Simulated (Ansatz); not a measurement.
Runs of Ansatz 0.2.0 on SnCl. The structure is hexagonal, space group P6_3mc (No. 186). Conventional cell: a = 3.498 Å, b = 3.498 Å, c = 10.062 Å, α = 90.00°, β = 90.00°, γ = 120.00°. Sn (site symmetry 3m) has 1 Cl at 2.68 Å as nearest neighbours. Cl (site symmetry 3m) is surrounded by 1 Sn at 2.68 Å. The cell comes from a database or a generator and needn't be the stable form of this composition.

```csv
share of exact exchange,gap on the mesh (eV),pressure (GPa),largest force (eV/Å)
0.5,none,-2.8,0.33
0.15,none,(b),0.19
0.2,none,-1.4,0.21
0.1,none,-0.9,0.16
0.05,none,(a),0.14
```

Alike in all rows: task single point; level HSE06 form with a typed share of exact exchange; potentials or basis Ansatz PAW; no spin polarisation; cell as given; k mesh 5 × 5 × 2; cutoff (eV) 420; smearing fermi-dirac 0.05 eV; the mesh is coarse, so values aren't converged.

Problem. Estimate the missing entries.

Solution. (a) -0.6; (b) -1.1.

Caveats: all runs use coarse meshes; the PAW data sets come from PBE, with cores solved anew for the run's functional, which leaves a small shift of forces and pressure; the thresholds are loose for stress.

A k mesh can miss the band edges, and the runs leave out spin-orbit coupling on Sn.

A gap of «none» marks a metal or a gap under the smearing width.
